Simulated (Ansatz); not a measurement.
## Si, space group P6/mmm: a phonon calculation by linear response, step by step

Computed with Ansatz 0.2.0, Python API.

Typed at the interpreter:
```pycon
>>> from dataclasses import dataclass
>>> from pathlib import Path
>>> import warnings
>>> import ansatz as az
>>> import numpy as np
>>> from pymatgen.core import Lattice, Structure
>>> from pymatgen.io.ase import AseAtomsAdaptor
>>> @dataclass(frozen=True)
... class Settings:
...     functional: str = "lda"
...     occupations: str = "fermi_dirac"
...     width_ev: float = 0.1
...     kmesh: tuple[int, ...] = (14, 14, 14)
...
>>> cfg = Settings()
>>> warnings.simplefilter("ignore", az.DeckWarning)
>>> pmg_structure = Structure(
...     Lattice([(2.527, 0.0, 0.0), (-1.2635, 2.18845, 0.0), (0.0, 0.0, 2.373)]),
...     ["Si"],
...     [
...         (0.0, 0.0, 0.0),
...     ],
... )
>>> si = az.Crystal.from_ase(AseAtomsAdaptor.get_atoms(pmg_structure))
>>> si.resolved().tree()["lattice"]
((2.527, 0.0, 0.0), (-1.2635, 2.18845, 0.0), (0.0, 0.0, 2.373))
>>> setup = (
...     si.calculation()
...     .functional(cfg.functional)
...     .pseudopotentials("paw")
...     .basis(28 * az.Ry)
...     .occupations(cfg.occupations, width=cfg.width_ev)
...     .mixing("broyden", preconditioner="local_kerker")
...     .kpoints(*cfg.kmesh)
...     .phonons("dfpt", points=[(0, 0, 0), (0.5, 0, 0.5)])
... )
>>> done = setup.run(runs_dir="runs")
RunWarning: eigensolver did not converge (k=14): 1 band(s) unlocked after 20 sweeps at ethr=1.00e-12 eV (lowest unlocked band 5, counted from 0; max residual 1.09e-4 eV among the unlocked bands, 1.09e-4 eV over every band); it also stands for any lines of this kind, at other spin channels or k-points, that are folded [...]
>>> ph = done.phonons
>>> for q in ph.qpoints:
...     print("q =", np.round(q.q_frac, 3), "1/cm:", " ".join(f"{w:.1f}" for w in q.omega_inv_cm))
...
q = [0. 0. 0.] 1/cm: -0.0 -0.0 0.0
q = [0.5 0.  0.5] 1/cm: 61.8 322.5 442.0
```

The settings weren't tested for convergence. The cutoff lies under the one recommended for these potentials. The cell isn't relaxed first, so the values belong to this volume. This isn't the structure that Si takes at ambient conditions. Warnings are shown shortened and without file and line. The structure is taken as given; imaginary modes can come from an unrelaxed or unstable start. Phonons of metals also depend on mesh and smearing. The script silences the warnings on its input, which a real study should read. Finished in 12 s on 1 thread of Intel(R) Xeon(R) Processor @ 2.30GHz, on a shared host, peak memory 0.66 GiB.
